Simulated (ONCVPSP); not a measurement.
# An ONCV potential for Sr, from input to tests

Aim: build the potential from the settings below, then test how well it stands in for the atom: other configurations, scattering, ghost states and the plane-wave cutoff that it needs.

Program: ONCVPSP 4.0.1. Reference atom: PBEsol, scalar-relativistic, spherical and spin-unpolarised. All values are calculated.

## (1) Starting point

Typed settings, in words:

* element: strontium (Sr, Z = 38)
* type: optimised norm-conserving Vanderbilt (ONCV)
* frozen core: [Kr]
* valence charge: 2
* reference configuration: 5s1 5p1
* partial waves: 5s: rc 3.85 bohr, ncon 4, nbas 8, qcut 1.7 1/bohr, 2 projectors, debl 2.4 Ha; 5p: rc 4.00 bohr, ncon 5, nbas 9, qcut 2.4 1/bohr, 2 projectors, debl 0.7 Ha; d scattering state at 0.11 Ha: rc 3.05 bohr, ncon 4, nbas 9, qcut 3.1 1/bohr, 2 projectors, debl 0.4 Ha
* local potential: polynomial inside 2.85 bohr (lpopt 5, dvloc0 6 Ha)
* core correction: not asked for

The outer shells as boxes (Hund's rule for the drawing; the calculation is spin-unpolarised):

```
[Kr] core
5s [↑ ]
5p [↑ ][  ][  ]
```

## (2) Generation

File Sr.dat:

```
# ATOM AND REFERENCE CONFIGURATION
# atsym  z   nc   nv     iexc    psfile
  Sr 38.00    8    2  -116133      upf
#
#   n    l    f
    1    0    2.00
    2    0    2.00
    2    1    6.00
    3    0    2.00
    3    1    6.00
    3    2   10.00
    4    0    2.00
    4    1    6.00
    5    0    1.00
    5    1    1.00
#
# PSEUDOPOTENTIAL AND OPTIMIZATION
# lmax
    2
#
#   l,   rc,      ep,       ncon, nbas, qcut
    0    3.85    0.00    4    8    1.70
    1    4.00    0.00    5    9    2.40
    2    3.05    0.11    4    9    3.10
#
# LOCAL POTENTIAL
# lloc, lpopt,  rc(5),   dvloc0
    4    5    2.85    6.00
#
# VANDERBILT-KLEINMAN-BYLANDER PROJECTORs
# l, nproj, debl
    0    2    2.40
    1    2    0.70
    2    2    0.40
#
# MODEL CORE CHARGE
# icmod, fcfact, rcfact
    0    0.00    0.00
#
# LOG DERIVATIVE ANALYSIS
# epsh1, epsh2, depsh
   -2.00    5.00    0.02
#
# OUTPUT GRID
# rlmax, drl
    6.00    0.01
#
# TEST CONFIGURATIONS
# ncnf
    4
# nvcnf
#   n    l    f
    2
    5    0    2.00
    5    1    0.00
#
    2
    5    0    1.00
    5    1    0.00
#
    2
    5    0    1.50
    5    1    0.00
#
    3
    5    0    1.50
    5    1    0.00
    4    2    0.50
#
```

On the command line:

```bash
$ oncvpsp.x < Sr.dat > Sr.out
```

Before running it: what results should come out? Wanted: cutoffs for 1 and 0.1 mHa per electron, occupied waves; bound ghosts; GHOST(+) flags; largest test error; largest phase difference near zero energy, channels read; projector energies reset by the program.

As calculated:

```
                                                quantity                                                         value
  cutoffs for 1 and 0.1 mHa per electron, occupied waves                                             1.5 Ha and 6.0 Ha
                                            bound ghosts                                                    none found
                                          GHOST(+) flags  none at low energy (1 near or above the test basis's cutoff)
                            largest test error (AE − PS)                                  +93 meV, for 4d0.5 5s1.5 5p0
largest phase difference near zero energy, channels read                                                     0.018 rad
                 projector energies reset by the program                                           d: -0.080, 0.320 Ha
```

**Reading.** The worst unpolarised test, 4d0.5 5s1.5 5p0, is off by 93 meV on 1.2 eV; by total energies transferability rates as fair. The potential is soft on the atom at that tolerance: the looser tolerance needs 1.5 Ha. The tighter tolerance needs 6.0 Ha, and converged work needs a cutoff nearer that. At the looser tolerance the 5s wave is the slowest; 5p needs 1 Ha. That counts occupied waves only; other projectors can need more. No bound ghost shows below the valence levels. Near zero energy the phases of the channels with partial waves that could be evaluated agree within 0.018 rad. These are tests on the free atom; a crystal test is still owed.
